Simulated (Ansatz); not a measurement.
# Ge: the cost of one run

Program: Ansatz 0.2.0. Level of theory: DFT r2SCAN, scalar-relativistic, plane waves, PAW. These are calculated values, not measurements.

2 further runs of the same task are left out: 2 set aside as unsound or not needed.

## 1. The system as given

The structure is tetragonal, space group I4_1/amd (No. 141). The conventional cell has a = 5.147 Å, b = 5.147 Å, c = 2.818 Å, α = 90.00°, β = 90.00°, γ = 90.00°. Ge (site symmetry -4m2) is surrounded by 6 Ge at 2.67 to 2.82 Å.

Coordinates:

```xyz
8
Lattice="0.0000 0.0000 -2.8182 -2.5735 -2.5735 -1.4091 -10.2940 10.2940 0.0000" Properties=species:S:1:pos:R:3 pbc="T T T"
Ge   -2.5735    0.0000   -2.1136
Ge  -10.2940    7.7205   -0.7045
Ge   -7.7205    5.1470   -2.1136
Ge   -5.1470    2.5735   -0.7045
Ge   -5.1470    0.0000   -1.4091
Ge   -2.5735   -2.5735   -2.8182
Ge  -10.2940    5.1470   -1.4091
Ge   -7.7205    2.5735   -2.8182
```

It goes back to an entry of the Materials Project, which need not be the stable form.

It is built from the cell relaxed beforehand with the same method (18.66 Å³/atom).

## 2. The reference: the undisturbed cell on the scan's mesh

File input.yaml:

```yaml
crystal:
  lattice:
    - [0.0, 0.0, -2.8181728456]
    - [-2.573490222, -2.573490222, -1.4090864228]
    - [-10.2939608881, 10.2939608881, 0.0]
  atoms:
    - { symbol: Ge, position: [0.5, 0.5, 0.125] }
    - { symbol: Ge, position: [0.0, 0.5, 0.875] }
    - { symbol: Ge, position: [0.5, 0.5, 0.625] }
    - { symbol: Ge, position: [0.0, 0.5, 0.375] }
    - { symbol: Ge, position: [0.0, 1.0, 0.25] }
    - { symbol: Ge, position: [0.5, 1.0, 0.0] }
    - { symbol: Ge, position: [0.0, 1.0, 0.75] }
    - { symbol: Ge, position: [0.5, 1.0, 0.5] }
basis:
  ecutwfc: 500
kpoints:
  mp_grid: { grid: [22, 16, 4] }
hamiltonian:
  xc: r2scan
scf:
  occupations: { method: gaussian, width: 0.15 }
output:
  forces: true
  stress: true
  eigenvalues: true
```

Command:

```bash
ansatz run input.yaml --threads 2 --pin off --max-ram 5120MiB --backend cpu --events-out ev --progress --plain --runs-dir out
```

**Question.** How long does this run take on 2 threads of Intel Xeon 6975P-C (Granite Rapids), shared host, and how much memory does it need?

About 2 min, with a peak of 4 GiB.
